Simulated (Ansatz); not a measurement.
# AlIr: one contact scaled

The task here is to estimate one member of a computed series from the others.

Program: Ansatz 0.2.0. Level of theory: DFT PBEsol, with the methods named in each step. These are calculated values, not measurements.

## The system as given

Symmetry: Pm-3m, No. 221, cubic system. Conventional cell: a = 2.995 Å, b = 2.995 Å, c = 2.995 Å, α = 90.00°, β = 90.00°, γ = 90.00°. Al (site symmetry m-3m) is surrounded by 8 Ir at 2.59 Å. Ir (site symmetry m-3m) is surrounded by 8 Al at 2.59 Å.

Coordinates:

```xyz
2
Lattice="2.9946 0.0000 0.0000 0.0000 2.9946 0.0000 0.0000 0.0000 2.9946" Properties=species:S:1:pos:R:3 pbc="T T T"
Al    0.0000    0.0000    0.0000
Ir    1.4973    1.4973    1.4973
```

Atoms are numbered in the order of the input: Al1, Ir2.

Set-up of the first run:

The input, input.yaml:

```yaml
crystal:
  lattice:
    - [2.99455485, 0.0, 0.0]
    - [0.0, 2.99455485, 0.0]
    - [0.0, 0.0, 2.99455485]
  atoms:
    - { symbol: Al, position: [0.0, 0.0, 0.0] }
    - { symbol: Ir, position: [0.5, 0.5, 0.5] }
kpoints:
  mp_grid: { grid: [10, 10, 10] }
scf:
  occupations: { method: fermi_dirac, width: 0.05 }
hamiltonian:
  xc: pbesol
  pseudopotentials: { kind: all_electron, lapw: { basis_error: 0.001 } }
output:
  forces: true
  stress: true
  eigenvalues: true
  populations: true
```

Run with:

```console
> ansatz run input.yaml --threads 1 --pin off --max-ram 2048MiB --backend cpu --events-out ev --progress --plain --runs-dir out
```

Among the steps run: The bond as given, LAPW; Shortest bond scaled by 1, crystal datasets; Shortest bond scaled by 1.1, LAPW; Shortest bond scaled by 1.1, crystal datasets; Shortest bond scaled by 0.94, LAPW; Shortest bond scaled by 0.88, LAPW; Shortest bond scaled by 0.76, LAPW; Shortest bond scaled by 0.76, crystal datasets.

One of the session's tables, all rows but one given; the rest of the session is left out.

```
          method  length (Å)  force along the bond (eV/Å)  pressure (GPa)  largest force (eV/Å)
            LAPW       1.971                       10.756           39.83                10.756
            LAPW       2.282                        2.904            7.80                 2.904
            LAPW       2.438                        1.204            1.06                 1.204
            LAPW       2.593                        0.000           -1.09                 0.000
            LAPW       2.853                       -2.247            5.00                 2.247
             PAW       1.971                       10.784           40.04                10.784
             PAW       2.282                        2.911            7.86                 2.911
             PAW       2.438                        1.206            1.10                 1.206
             PAW       2.593                        0.000           -1.06                 0.000
             PAW       2.853                       -2.252            5.05                 2.252
crystal datasets       1.971                            ?               ?                     ?
crystal datasets       2.593                        0.000           -1.09                 0.000
crystal datasets       2.853                       -2.248            5.00                 2.248
```

Q: Estimate the row for crystal datasets, 1.971 from the others.

As computed: force along the bond (eV/Å): 10.757; pressure (GPa): 39.83; largest force (eV/Å): 10.757. In the column «force along the bond (eV/Å)» it lies between LAPW, 1.971 (10.756) and PAW, 1.971 (10.784).

Caveats from the session: Warnings in the runs' records: gradients without spin orbit, crystal datasets made.
